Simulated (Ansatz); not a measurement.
# LiPb2: one candidate of a structure search

Where does this trial cell of LiPb2 go when cell and atoms are let free?

Computed with Ansatz 0.2.0 (DFT PBE, scalar-relativistic, plane waves, PAW, unless a step's input says otherwise).

**1. The structure to begin with**

The structure is trigonal, space group P-3m1 (No. 164). The conventional cell has a = 3.556 Å, b = 3.556 Å, c = 7.483 Å, α = 90.00°, β = 90.00°, γ = 120.00°. Li (site symmetry -3m) is surrounded by 6 Pb at 3.14 Å and 6 Li at 3.56 Å. Around Pb (site symmetry 3m) lie 3 Li at 3.14 Å and 9 Pb at 3.42 to 3.56 Å.

Structure file:

```
CELL_PARAMETERS angstrom
3.55583 0.00000 0.00000
-1.77792 3.07944 0.00000
0.00000 0.00000 7.48318
ATOMIC_POSITIONS crystal
Li 0.00000 0.00000 0.00000
Pb 0.66667 0.33333 0.68312
Pb 0.33333 0.66667 0.31688
```

The start is the relaxed end of an invented cell (made as: close-packed layers stacked ABC|A (P-3m1, No. 164)), taken up again for a closer look.

**2. Probe: one point on a coarse mesh**

Input file input.yaml:

```yaml
crystal:
  lattice:
    - [3.5558323, 0.0, 0.0]
    - [-1.7779162, 3.0794411, 0.0]
    - [0.0, 0.0, 7.4831756]
  atoms:
    - { symbol: Li, position: [0.0, 0.0, 0.0] }
    - { symbol: Pb, position: [0.6666667, 0.3333333, 0.683116] }
    - { symbol: Pb, position: [0.3333333, 0.6666667, 0.316884] }
basis:
  ecutwfc: 420
kpoints:
  mp_grid: { grid: [6, 6, 2] }
hamiltonian:
  xc: pbe
scf:
  occupations: { method: gaussian, width: 0.1 }
  lower_state_search: "off"
output:
  forces: true
  stress: true
  eigenvalues: true
```

Run with:

```console
ansatz run input.yaml --threads 1 --pin off --max-ram 3072MiB --backend cpu --events-out ev --progress --plain --runs-dir out
```

The session goes on with these runs: final relaxation.

Q: Predict the outcome of this session. Wanted: conventional cell; volume; energy over the elements; gap on the mesh.

The runs gave:

```
                              quantity                                                                       value
symmetry at the end (tolerance 0.05 Å)                                                 space group P-3m1 (No. 164)
                     conventional cell  a = 3.556 Å, b = 3.556 Å, c = 7.483 Å, α = 90.00°, β = 90.00°, γ = 120.00°
                                volume                                                               27.31 Å³/atom
              energy over the elements                                                               -0.10 eV/atom
                       gap on the mesh                                                                none (metal)
```

What this shows: The space group P-3m1 (No. 164) is kept, at nearly the size of the first guess. A negative formation energy is needed for stability but isn't enough; other structures and compounds were not set against it here. No finished test with a distortion of lower symmetry is shown, so the end may be a saddle point. The runs treat Pb without spin-orbit coupling.
